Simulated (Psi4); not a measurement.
# TPSS/6-311+G(d,p) run of AlCl2F (SMILES [F][Al]([Cl])[Cl])

What is the energy change on altering one bond length of AlCl2F at TPSS/6-311+G**? 

The results are computed with Psi4 1.11.

## 1. The molecule

The species is AlCl2F (4 atoms), meant as a singlet with charge 0. SMILES: `[F][Al]([Cl])[Cl]`. The shape comes from GFN2-xTB, which is rough for such elements, and wasn't checked as a minimum.

Bond lengths: Al1–Cl2 2.019 Å, Al1–Cl3 2.019 Å, Al1–F4 1.655 Å. Angles: Cl2–Al1–Cl3 127.3°, Cl2–Al1–F4 116.4°, Cl3–Al1–F4 116.4°.

## 2. Energy and forces at TPSS/6-311+G(d,p)

calc.py

```python
import psi4

psi4.set_memory('1600 MB')
psi4.set_num_threads(1)
psi4.set_output_file('alcl2f.out', False)

m = psi4.geometry("""
0 1
Al    -0.03341036    -0.05576582    -0.00005669
Cl     3.76987134    -0.35247172     0.02690970
Cl    -2.10071405     3.14987109    -0.03068915
F     -1.63574693    -2.74163356     0.00383614
units bohr
symmetry c1
""")

options = {'basis': '6-311+G**', 'puream': True, 'e_convergence': 1e-09, 'd_convergence': 1e-08, 'scf_type': 'pk', 'dft_radial_points': 99, 'dft_spherical_points': 590}
psi4.set_options(options)

e, wfn = psi4.gradient("TPSS", return_wfn=True)
print('gradient / Eh bohr^-1')
print(e.np.round(6))
print(f'energy = {wfn.energy():.10f} Eh')
for k, v in sorted(psi4.core.scalar_variables().items()):
    print(f'{k:45s} {v:18.10f}')
```

Started as:

```bash
$ python calc.py
```

alcl2f.out:

```text
[...]
  Running in c1 symmetry.
[...]
  Nuclear repulsion =  247.327666126931831
[...]
  Multiplicity = 1
[...]
  Nalpha       = 28
  Nbeta        = 28
[...]
    Number of basis functions: 112
[...]
   @RKS iter   1: -1262.83674624334367   -1.75865e-01   6.29135e-03 DIIS/ADIIS
[...]
   @RKS iter  11: -1263.00264796275474   -2.72848e-12   1.99908e-09 DIIS
[...]
    Orbital Energies [Eh]
    ---------------------
    Doubly Occupied:
       1A   -101.029264     2A   -101.029245     3A    -55.691074
       4A    -24.392620     5A     -9.267984     6A     -9.267960
       7A     -7.045928     8A     -7.045906     9A     -7.041479
      10A     -7.041455    11A     -7.040510    12A     -7.040487
      13A     -4.059935    14A     -2.632985    15A     -2.627643
      16A     -2.627503    17A     -1.093184    18A     -0.794967
      19A     -0.784534    20A     -0.445877    21A     -0.396322
      22A     -0.391522    23A     -0.377893    24A     -0.358783
      25A     -0.336340    26A     -0.332362    27A     -0.325191
      28A     -0.312560
[...]
  @RKS Final Energy: -1263.00264796275474
   => Energetics <=
    Nuclear Repulsion Energy =            247.3276661269318311
    One-Electron Energy =               -2240.5618521658407190
    Two-Electron Energy =                 816.0706295200352542
    DFT Exchange-Correlation Energy =     -85.8390914438811592
    Empirical Dispersion Energy =           0.0000000000000000
    VV10 Nonlocal Energy =                  0.0000000000000000
    Total Energy =                      -1263.0026479627547360
[...]
 Multipole Moments:
 ------------------------------------------------------------------------------------
     Multipole            Electronic (a.u.)      Nuclear  (a.u.)        Total (a.u.)
 ------------------------------------------------------------------------------------
 L = 1.  Multiply by 2.5417464519 to convert [e a0] to [Debye]
 Dipole X            :         -0.2844039            0.4703374            0.1859335
 Dipole Y            :         -0.4758634            0.7882877            0.3124242
 Dipole Z            :          0.0004543           -0.0010839           -0.0006296
 Magnitude           :                                                    0.3635665
[...]
  -Total Gradient:
     Atom            X                  Y                   Z
    ------   -----------------  -----------------  -----------------
       1        0.007252065386     0.012305486544    -0.000021830323
       2       -0.024372427268    -0.000967269791    -0.000155275310
       3        0.010771401797    -0.021979172791     0.000189774515
       4        0.006336701704     0.010620495679    -0.000012733320
[...]
```

The script printed:

```text
gradient / Eh bohr^-1
[[ 7.2520e-03  1.2305e-02 -2.2000e-05]
 [-2.4372e-02 -9.6700e-04 -1.5500e-04]
 [ 1.0771e-02 -2.1979e-02  1.9000e-04]
 [ 6.3370e-03  1.0620e-02 -1.3000e-05]]
energy = -1263.0026479628 Eh
CURRENT ENERGY                                  -1263.0026479628
CURRENT REFERENCE ENERGY                        -1263.0026479628
DD SOLVATION ENERGY                                 0.0000000000
DFT FUNCTIONAL TOTAL ENERGY                     -1263.0026479628
DFT TOTAL ENERGY                                -1263.0026479628
DFT VV10 ENERGY                                     0.0000000000
DFT XC ENERGY                                     -85.8390914439
GRID ELECTRONS ALPHA                               27.9999997366
GRID ELECTRONS BETA                                27.9999997366
GRID ELECTRONS TOTAL                               55.9999994733
NUCLEAR REPULSION ENERGY                          247.3276661269
ONE-ELECTRON ENERGY                             -2240.5618521658
PCM POLARIZATION ENERGY                             0.0000000000
PE ENERGY                                           0.0000000000
SCF ITERATION ENERGY                            -1263.0026479628
SCF ITERATIONS                                     11.0000000000
SCF TOTAL ENERGY                                -1263.0026479628
TWO-ELECTRON ENERGY                               816.0706295200
XC GRID RADIAL POINTS                              99.0000000000
XC GRID SPHERICAL POINTS                          590.0000000000
XC GRID TOTAL POINTS                           226047.0000000000
```

Run time: 52 s. Hardware: 1 thread of Intel Xeon Platinum 8375C at 2.90GHz (Ice Lake), shared host; peak memory 0.63 GiB.

## 3. The distorted shape, same level

input.dat

```
memory 1600 mb

molecule m {
  0 1
  Al
  Cl 1 r2
  Cl 1 r3 2 a3
  F 1 r4 2 a4 3 d4

  r2 = 2.018776
  r3 = 2.3214
  a3 = 127.28021
  r4 = 1.655012
  a4 = 116.3574
  d4 = -179.98969
  symmetry c1
}

set basis 6-311+G**
set puream true
set e_convergence 1e-09
set d_convergence 1e-08
set scf_type pk
set dft_radial_points 99
set dft_spherical_points 590

energy_value, wavefunction = gradient("tpss", return_wfn=True)
```

Started as:

```bash
$ psi4 -i input.dat -o output.dat -n 1
```

output.dat:

```text
[...]
  Running in c1 symmetry.
[...]
  Nuclear repulsion =  234.741756615842803
[...]
  Multiplicity = 1
[...]
  Nalpha       = 28
  Nbeta        = 28
[...]
    Number of basis functions: 112
[...]
   @RKS iter   1: -1262.83073908338883   -3.01514e-01   6.19043e-03 DIIS/ADIIS
[...]
   @RKS iter  12: -1262.99095272250861   -1.59162e-12   2.23906e-09 DIIS
[...]
    Orbital Energies [Eh]
    ---------------------
    Doubly Occupied:
       1A   -101.042658     2A   -101.018060     3A    -55.719816
       4A    -24.407358     5A     -9.281103     6A     -9.252483
       7A     -7.059311     8A     -7.054501     9A     -7.053541
      10A     -7.032122    11A     -7.025614    12A     -7.024921
      13A     -4.084028    14A     -2.657424    15A     -2.651824
      16A     -2.651393    17A     -1.106873    18A     -0.802209
      19A     -0.753970    20A     -0.453285    21A     -0.405312
      22A     -0.390364    23A     -0.389552    24A     -0.353629
      25A     -0.342659    26A     -0.334131    27A     -0.301311
      28A     -0.296114
[...]
  @RKS Final Energy: -1262.99095272250861
   => Energetics <=
    Nuclear Repulsion Energy =            234.7417566158428031
    One-Electron Energy =               -2215.1889737019105269
    Two-Electron Energy =                 803.2184997470435519
    DFT Exchange-Correlation Energy =     -85.7622353834844802
    Empirical Dispersion Energy =           0.0000000000000000
    VV10 Nonlocal Energy =                  0.0000000000000000
    Total Energy =                      -1262.9909527225086094
[...]
 Multipole Moments:
 ------------------------------------------------------------------------------------
     Multipole            Electronic (a.u.)      Nuclear  (a.u.)        Total (a.u.)
 ------------------------------------------------------------------------------------
 L = 1.  Multiply by 2.5417464519 to convert [e a0] to [Debye]
 Dipole X            :          0.0001352            0.0000898            0.0002251
 Dipole Y            :         -0.9328100            0.8709801           -0.0618299
 Dipole Z            :          0.1295101            0.3706716            0.5001816
 Magnitude           :                                                    0.5039887
[...]
  -Total Gradient:
     Atom            X                  Y                   Z
    ------   -----------------  -----------------  -----------------
       1        0.000005234284    -0.040254103882     0.046023408859
       2       -0.000002502566    -0.004311951592    -0.021434953242
       3       -0.000001834458     0.037319174959    -0.030928680336
       4       -0.000000906190     0.007278371902     0.006364908242
[...]
```

Wall time 42 s (1 thread of Intel Xeon Platinum 8375C at 2.90GHz (Ice Lake), shared host); peak memory 0.63 GiB.

## 4. What came out

At TPSS/6-311+G**:

| quantity | value |
| --- | --- |
| first shape: total energy | -1263.00265 Eh |
| first shape: dipole moment | 0.92 D |
| first shape: HOMO energy | -8.51 eV |
| first shape: LUMO energy | -2.10 eV |
| first shape: HOMO–LUMO gap | 6.41 eV |
| first shape: largest force on an atom | 1.259 eV/Å |
| distorted shape: total energy | -1262.99095 Eh |
| distorted shape: dipole moment | 1.28 D |
| distorted shape: HOMO energy | -8.06 eV |
| distorted shape: LUMO energy | -2.97 eV |
| distorted shape: HOMO–LUMO gap | 5.09 eV |
| distorted shape: largest force on an atom | 3.144 eV/Å |
| energy change with the Al1–Cl3 bond stretched from 2.019 to 2.321 Å | 0.318 eV |

With the Al1–Cl3 bond stretched from 2.019 to 2.321 Å the energy rises by 0.32 eV (30.7 kJ/mol). The first shape isn't relaxed at this level, so the change isn't measured from a minimum. The largest force (first shape) is 1.26 eV/Å: the shape isn't a stationary point for this species at this level.
